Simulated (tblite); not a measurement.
# C7H13BNP: the cost of one run

Computed with tblite 0.8.0 and PySCF 2.14.0, with density-fitted response routines of our own, on a single molecule in the gas phase. Atoms are numbered from 0 throughout.

## Step 1: The molecule as given

23 atoms, charge 0, multiplicity 1; geometry from: force field or distance geometry start.

Bonds of the start (Å): C0–C1 1.50, C1–C2 1.31, C2–P3 1.80, P3–B4 1.88, B4–C5 1.53, C5–N6 1.15, P3–C7 1.83, C7–C8 1.52, C8–C9 1.51, C9–C7 1.51, C0–H10 1.10, C0–H11 1.12, C0–H12 1.12, C1–H13 1.09, C2–H14 1.09, P3–H15 1.43, B4–H16 1.21, B4–H17 1.20, C7–H18 1.10, C8–H19 1.11, C8–H20 1.09, C9–H21 1.11, C9–H22 1.11.

## Step 2: Geometry optimisation with GFN2-xTB

Job settings and geometry (Å):

```
{"job": {"kind": "relax", "xc": "GFN2-xTB", "basis": "xTB"}, "charge": 0, "multiplicity": 1}
C      2.812800    -0.363000     0.556200
C      2.272100    -0.506900    -0.838100
C      1.026700    -0.244700    -1.155600
P     -0.195800     0.347000     0.024100
B     -0.699400     2.137100    -0.240800
C      0.421200     3.116800     0.095800
N      1.264600     3.859300     0.349100
C     -1.697400    -0.627100    -0.346500
C     -1.724200    -2.080800     0.093500
C     -2.517700    -1.040800     0.848800
H      2.866600    -1.313600     1.100600
H      2.270200     0.420900     1.136400
H      3.849100     0.029300     0.422300
H      2.924000    -0.857100    -1.637800
H      0.690300    -0.363800    -2.189400
H      0.202800     0.109800     1.375100
H     -1.599800     2.341600     0.537300
H     -1.152100     2.285800    -1.341900
H     -2.267900    -0.297200    -1.230300
H     -0.751700    -2.389800     0.534500
H     -2.243200    -2.728200    -0.619000
H     -3.611400    -1.153700     0.713800
H     -2.144600    -0.653900     1.821900
```

Launch:

```sh
$ OMP_NUM_THREADS=1 python probes_run.py task.json out
```

This one command runs all jobs of the session in turn.

Q: Estimate the wall time and peak memory of this first job on 1 thread of Arm Neoverse V1, shared host.

About 1.3 s, with a peak of 0.18 GiB.
